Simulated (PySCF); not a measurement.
# C7H10S: the cost of one run

Programs: PySCF 2.14.0, with routines of our own; each step states its level. All values are computed. Atoms count from 0.

## (1) The starting structure

18 atoms, charge 1, multiplicity 2; geometry from: GFN2-xTB.

## (2) Open-shell or spin-flip excitations: unrestricted TDA PBE0/def2-SVP

What the job is given:

```
{"job": {"kind": "uabs", "xc": "PBE0", "basis": "def2-SVP", "nstates": 10, "tda": true}, "charge": 1, "multiplicity": 2}
C      3.093194     0.786785    -0.169678
C      2.218678    -0.168714     0.177523
C      1.077911    -0.627730    -0.703469
C     -0.125660     0.039912    -0.147264
S      0.279338     1.098347     1.070665
C     -1.484628    -0.150852    -0.565027
C     -1.787222    -0.975995    -1.585591
C     -2.528612     0.608539     0.191634
H      3.051496     1.278440    -1.129003
H      3.871522     1.108323     0.501687
H      2.344524    -0.711291     1.106121
H      0.977931    -1.716758    -0.690543
H      1.235516    -0.327982    -1.744455
H     -2.808027    -1.101901    -1.906038
H     -1.045453    -1.539354    -2.125016
H     -2.648767     0.189010     1.190110
H     -2.241791     1.654849     0.300395
H     -3.488711     0.562690    -0.313227
```

Method: unrestricted TDA PBE0/def2-SVP, vertical, gas phase, core orbitals frozen in the response.

The run is started by

```console
$ OMP_NUM_THREADS=1 python excited_run.py task.json out
```

The driver reads the jobs from task.json and runs them one after another.

Q: Estimate the wall time and peak memory of this first job on 1 thread of Intel Xeon at 2.50GHz, shared host.

About 2.7 min, with a peak of 0.64 GiB.
